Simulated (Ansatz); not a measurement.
# CH6AlBFNO: the cost of one run

Program: Ansatz 0.2.0. Level of theory: RKS r2SCAN-D4/def2-SVP. These are calculated values, not measurements.

## 1. Starting point

Bond lengths: N1–C2 1.487 Å, C2–O3 1.380 Å, C2–Al4 1.970 Å, C2–B5 1.599 Å, B5–F6 1.469 Å, N1–H7 0.997 Å, N1–H8 1.097 Å, O3–H9 1.032 Å, Al4–H10 1.656 Å, Al4–H11 1.596 Å, B5–H12 1.152 Å. Angles (14 of 16 angles, heavy atoms first): N1–C2–O3 108.3°, N1–C2–Al4 107.2°, N1–C2–B5 111.2°, O3–C2–Al4 110.1°, O3–C2–B5 110.1°, Al4–C2–B5 109.9°, C2–B5–F6 119.9°, C2–N1–H7 111.1°, C2–N1–H8 107.0°, C2–O3–H9 111.7°, C2–Al4–H10 120.2°, C2–Al4–H11 122.8°, C2–B5–H12 121.5°, F6–B5–H12 118.5°.

As a file:

```xyz
12

N     0.9298   -0.3091   -1.3169
C     0.2581    0.1241   -0.0635
O     1.2255    0.5700    0.8135
Al   -0.6573   -1.4527    0.6839
B    -0.8036    1.2859   -0.3476
F    -1.5232    1.9089    0.7711
H     1.6051   -1.0191   -1.1352
H     1.4692    0.5625   -1.7085
H     0.8338    0.7597    1.7488
H    -1.5207   -1.3253    2.0907
H    -0.7507   -2.8456   -0.0899
H    -0.9891    1.6855   -1.4123
```

## 2. End point A

input.yaml reads:

```yaml
crystal:
  periodic: [false, false, false]
  atoms:
    - { symbol: "N", position_ang: [0.9298, -0.3091, -1.3169] }
    - { symbol: C, position_ang: [0.2581, 0.1241, -0.0635] }
    - { symbol: O, position_ang: [1.2255, 0.57, 0.8135] }
    - { symbol: Al, position_ang: [-0.6573, -1.4527, 0.6839] }
    - { symbol: B, position_ang: [-0.8036, 1.2859, -0.3476] }
    - { symbol: F, position_ang: [-1.5232, 1.9089, 0.7711] }
    - { symbol: H, position_ang: [1.6051, -1.0191, -1.1352] }
    - { symbol: H, position_ang: [1.4692, 0.5625, -1.7085] }
    - { symbol: H, position_ang: [0.8338, 0.7597, 1.7488] }
    - { symbol: H, position_ang: [-1.5207, -1.3253, 2.0907] }
    - { symbol: H, position_ang: [-0.7507, -2.8456, -0.0899] }
    - { symbol: H, position_ang: [-0.9891, 1.6855, -1.4123] }
basis:
  gaussian: { orbitals: def2-SVP }
hamiltonian:
  xc: r2scan
  dispersion: d4
relax:
  f_tol: 0.015
  max_steps: 40
```

On the command line:

```bash
> ansatz run input.yaml --threads 2 --pin off --max-ram 3072MiB --backend cpu --events-out ev --progress --plain --runs-dir out
```

**Question.** How long does this run take on 2 threads of AMD EPYC 9R45 (Zen 5), shared host, and how much memory does it need?

About 49 s, with a peak of 0.26 GiB.
